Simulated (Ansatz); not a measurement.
**CH6BNO2 (SMILES OBNCO): levels of theory compared**

Wanted: a comparison of 5 runs (PBE0/def2-SVP, SVWN5/def2-SVP, r2SCAN/def2-SVP, RPA@PBE0/def2-SVP, CCSD(T)/def2-SVP) of CH6BNO2. 

The results are computed with Ansatz 0.2.0.

112 further runs of the same task are left out: 112 set aside as unsound or not needed.

## 1. Starting point

CH6BNO2 has 11 atoms, charge 0, and is taken as a singlet. SMILES: `OBNCO`. The N3–C4 distance was set to 2.134 Å, away from the relaxed value. At this shape a bond of the SMILES string is far longer than usual.

Bond lengths: O1–B2 1.362 Å, B2–N3 1.416 Å, C4–O5 1.424 Å, O1–H6 0.965 Å, B2–H7 1.197 Å, N3–H8 1.004 Å, C4–H9 1.100 Å, C4–H10 1.096 Å, O5–H11 0.962 Å. Angles: O1–B2–N3 121.8°, O1–B2–H7 118.8°, N3–B2–H7 119.3°, B2–O1–H6 111.4°, B2–N3–H8 119.6°, C4–O5–H11 108.4°, O5–C4–H9 108.7°, O5–C4–H10 110.7°, H9–C4–H10 108.2°. A long bond or contact: N3–C4 2.134 Å.

## 2. The energy at PBE0/def2-SVP (run 1)

in.yaml

```yaml
crystal:
  periodic: [false, false, false]
  atoms:
    - {symbol: O, position_ang: [-0.307397, 2.023607, 1.215481]}
    - {symbol: B, position_ang: [-0.093097, 0.932607, 2.002181]}
    - {symbol: N, position_ang: [0.099203, -0.358193, 1.453081]}
    - {symbol: C, position_ang: [-0.074500, -0.827100, -0.621300]}
    - {symbol: O, position_ang: [0.833500, -0.016400, -1.360600]}
    - {symbol: H, position_ang: [-0.087997, 1.841007, 0.294181]}
    - {symbol: H, position_ang: [-0.077597, 1.072207, 3.191081]}
    - {symbol: H, position_ang: [0.401903, -1.109393, 2.046281]}
    - {symbol: H, position_ang: [-1.095800, -0.629000, -0.978300]}
    - {symbol: H, position_ang: [0.142100, -1.890000, -0.774600]}
    - {symbol: H, position_ang: [0.672700, -0.158500, -2.298200]}
basis:
  gaussian:
    orbitals: def2-SVP
hamiltonian:
  xc: {name: PBE0}
accuracy: high
output: {orbitals: {seedname: orbitals}}
```

On the command line:

```console
$ ansatz run in.yaml --threads 1 --pin off --max-ram 3480MiB --events-out events.jsonl --progress --plain --runs-dir runs
```

Standard output:

```text
Warning: RAYON_NUM_THREADS=1 ignored (pool sized by the plan → 1); use --threads N
Functional definition: PBE0
  name "PBE0"
  parameter a = 0.25
  parameter kappa = 0.804
  parameter beta = 0.06672455060314922
  exchange = (1 - a)*pbe_x(kappa = kappa, mu = beta*pi^2/3) + a*exact_x
  correlation = pbe_c(beta = beta)
2407 factors; integrals over basis functions are off by at most 3.2e-9 eV
mean field evaluation 1: about -7371.2240 eV, gradient 6.6e1 eV
mean field evaluation 2: about -7357.3691 eV, gradient 1.0e2 eV
mean field evaluation 4: about -7379.8219 eV, gradient 7.6e0 eV
mean field evaluation 8: about -7380.2075 eV, gradient 9.9e-1 eV
mean field evaluation 16: about -7380.2102 eV, gradient 2.4e-4 eV
mean field -7380.21024777 eV, -271.2177241194 hartree, gradient 5.9e-8 eV, S^2 0.000000; 0 other end points of the search recorded, 0 dependent functions left out
reference -7380.21025045 eV, -271.2177242179 hartree; 20, 20 occupied and 80, 80 virtual orbitals, 2407 factors
Total energy: -7380.21025045 eV, -271.2177242179 hartree
```

It took 9.3 s on 1 thread of Arm Neoverse V1, shared host; peak memory 0.35 GiB.

## 3. A single-point energy at SVWN5/def2-SVP (run 2)

Edit in.yaml of step 2 so:

```diff
@@ -15,6 +15,4 @@
 basis:
-  gaussian:
-    orbitals: def2-SVP
-hamiltonian:
-  xc: {name: PBE0}
+  gaussian: {orbitals: def2-SVP}
+hamiltonian: {xc: {name: SVWN5}}
 accuracy: high
```

On the command line:

```console
$ ansatz run in.yaml --threads 1 --pin off --max-ram 3480MiB --events-out events.jsonl --progress --plain --runs-dir runs
```

Standard output:

```text
Warning: RAYON_NUM_THREADS=1 ignored (pool sized by the plan → 1); use --threads N
Functional definition: SVWN5
  name "SVWN5"
  exchange = slater_x
  correlation = vwn5_c
2407 factors; integrals over basis functions are off by at most 3.2e-9 eV
mean field evaluation 1: about -7316.5284 eV, gradient 7.9e1 eV
mean field evaluation 2: about -7226.9328 eV, gradient 1.7e2 eV
mean field evaluation 4: about -7328.6249 eV, gradient 1.8e1 eV
mean field evaluation 8: about -7329.2983 eV, gradient 5.0e-1 eV
mean field evaluation 16: about -7329.2929 eV, gradient 5.1e-5 eV
mean field -7329.29287651 eV, -269.3465452386 hartree, gradient 7.9e-8 eV, S^2 0.000000; 0 other end points of the search recorded, 0 dependent functions left out
reference -7329.29288000 eV, -269.3465453670 hartree; 20, 20 occupied and 80, 80 virtual orbitals, 2407 factors
Total energy: -7329.29288000 eV, -269.3465453670 hartree
```

Run time: 5.4 s. Hardware: 1 thread of Arm Neoverse V1, shared host; peak memory 0.28 GiB.

## 4. The energy at r2SCAN/def2-SVP (run 3)

molecule.yaml

```yaml
crystal:
  periodic: [false, false, false]
  atoms:
    - {symbol: O, position_ang: [-0.307397, 2.023607, 1.215481]}
    - {symbol: B, position_ang: [-0.093097, 0.932607, 2.002181]}
    - {symbol: "N", position_ang: [0.099203, -0.358193, 1.453081]}
    - {symbol: C, position_ang: [-0.074500, -0.827100, -0.621300]}
    - {symbol: O, position_ang: [0.833500, -0.016400, -1.360600]}
    - {symbol: H, position_ang: [-0.087997, 1.841007, 0.294181]}
    - {symbol: H, position_ang: [-0.077597, 1.072207, 3.191081]}
    - {symbol: H, position_ang: [0.401903, -1.109393, 2.046281]}
    - {symbol: H, position_ang: [-1.095800, -0.629000, -0.978300]}
    - {symbol: H, position_ang: [0.142100, -1.890000, -0.774600]}
    - {symbol: H, position_ang: [0.672700, -0.158500, -2.298200]}
basis:
  gaussian:
    orbitals: def2-SVP
total_charge: 0
hamiltonian:
  xc: r2scan
output:
  orbitals: {seedname: orbitals}
accuracy: high
```

On the command line:

```console
$ ansatz run molecule.yaml --threads 1 --pin off --max-ram 3480MiB --events-out events.jsonl --progress --plain --runs-dir runs
```

Standard output:

```text
Warning: RAYON_NUM_THREADS=1 ignored (pool sized by the plan → 1); use --threads N
Functional definition: r2SCAN
  name "r2SCAN"
  parameter k0 = 0.174
  parameter k1 = 0.065
  parameter a1 = 4.9479
  exchange = r2scan_x(k0 = k0, k1 = k1, a1 = a1)
  correlation = r2scan_c
2407 factors; integrals over basis functions are off by at most 3.2e-9 eV
mean field evaluation 1: about -7374.0148 eV, gradient 7.3e1 eV
mean field evaluation 2: about -7324.7957 eV, gradient 1.5e2 eV
mean field evaluation 4: about -7383.6442 eV, gradient 2.1e1 eV
mean field evaluation 8: about -7384.6008 eV, gradient 6.1e-1 eV
mean field evaluation 16: about -7384.6019 eV, gradient 1.2e-4 eV
mean field -7384.60194461 eV, -271.3791160014 hartree, gradient 4.5e-8 eV, S^2 0.000000; 0 other end points of the search recorded, 0 dependent functions left out
reference -7384.60194543 eV, -271.3791160315 hartree; 20, 20 occupied and 80, 80 virtual orbitals, 2407 factors
Total energy: -7384.60194543 eV, -271.3791160315 hartree
```

Run time: 14 s. Hardware: 1 thread of Arm Neoverse V1, shared host; peak memory 0.34 GiB.

Run 4 isn't shown in full; the table further down has it.

## 5. The energy at CCSD(T)/def2-SVP (run 5)

run.yaml

```yaml
crystal:
  periodic: [false, false, false]
  atoms:
    - {symbol: O, position_ang: [-0.307397, 2.023607, 1.215481]}
    - {symbol: B, position_ang: [-0.093097, 0.932607, 2.002181]}
    - {symbol: "N", position_ang: [0.099203, -0.358193, 1.453081]}
    - {symbol: C, position_ang: [-0.074500, -0.827100, -0.621300]}
    - {symbol: O, position_ang: [0.833500, -0.016400, -1.360600]}
    - {symbol: H, position_ang: [-0.087997, 1.841007, 0.294181]}
    - {symbol: H, position_ang: [-0.077597, 1.072207, 3.191081]}
    - {symbol: H, position_ang: [0.401903, -1.109393, 2.046281]}
    - {symbol: H, position_ang: [-1.095800, -0.629000, -0.978300]}
    - {symbol: H, position_ang: [0.142100, -1.890000, -0.774600]}
    - {symbol: H, position_ang: [0.672700, -0.158500, -2.298200]}
basis:
  gaussian:
    orbitals: def2-SVP
correlation:
  method: ccsd_t
  frozen_orbitals: {B: 1, C: 1, H: 0, "N": 1, O: 1}
accuracy: high
scf:
  omitted_lower_state_checks: [cluster_reference, increment]
```

On the command line:

```console
$ ansatz run run.yaml --threads 1 --pin off --max-ram 3480MiB --events-out events.jsonl --progress --plain --runs-dir runs
```

Standard output, cut to the lines that bear on the results:

```text
Warning: RAYON_NUM_THREADS=1 ignored (pool sized by the plan → 1); use --threads N
Functional definition: HF
  name "HF"
[...]
2407 factors; integrals over basis functions are off by at most 3.2e-9 eV
[...]
mean field -7346.10906202 eV, -269.9645286578 hartree, gradient 7.1e-8 eV, S^2 0.000000; 0 other end points of the search recorded, 0 dependent functions left out; unrestricted orbitals would lower it
5 core orbitals not correlated: weight in the atoms' cores, before any rotation towards them, 1.000 or more for the frozen orbitals, at most 0.000 for the correlated occupied ones
reference -7346.10906202 eV, -269.9645286578 hartree; 15, 15 occupied and 80, 80 virtual orbitals, 2407 factors
second order -21.21545801 eV of doubles, -0.00000000 eV of singles
cycle   1  -21.58319778 eV  change   -3.7e-1 eV  update   1.2e-1
[...]
cycle  26  -22.35896003 eV  change  -9.1e-10 eV  update   2.6e-9
perturbative correction -0.69841076 eV, -0.0256661220 hartree
Total energy: -7369.16643281 eV, -270.8118714053 hartree
Checks for a lower state left out: cluster_reference, increment
```

Run time: 55 s. Hardware: 1 thread of Arm Neoverse V1, shared host; peak memory 0.81 GiB.

## 6. All runs side by side

```tsv
run	level	frozen core orbitals	energy (Eh)	HOMO energy (eV)	LUMO energy (eV)	HOMO–LUMO gap (eV)	wall time
1	PBE0/def2-SVP	–	-271.217724	-6.97	-1.72	5.25	9.3 s
2	SVWN5/def2-SVP	–	-269.346545	-5.60	-2.91	2.69	5.4 s
3	r2SCAN/def2-SVP	–	-271.379116	-5.81	-2.61	3.19	14 s
4	RPA@PBE0/def2-SVP	5	-271.053288	–	–	–	17 s
5	CCSD(T)/def2-SVP	5	-270.811871	–	–	–	55 s
```

## 7. Results

| quantity | value |
| --- | --- |
| run 5: total energy | -270.81187 Eh |
| run 5: correlation energy (5 core orbitals frozen) | -847.3 mEh |
| run 5: (T) correction | -25.67 mEh |
| run 5: T1 diagnostic | 0.016 |

In words: Over runs 1, 2, 3 the HOMO–LUMO gap runs from 2.69 eV (SVWN5/def2-SVP) to 5.25 eV (PBE0/def2-SVP). Totals of different functionals can't be ranked against each other. In run 5 the log says that unrestricted orbitals would lower the reference, so the values rest on an unstable closed-shell determinant (other closed-shell runs at this shape may share the fault). All runs together took 1.7 min, the longest 55 s.
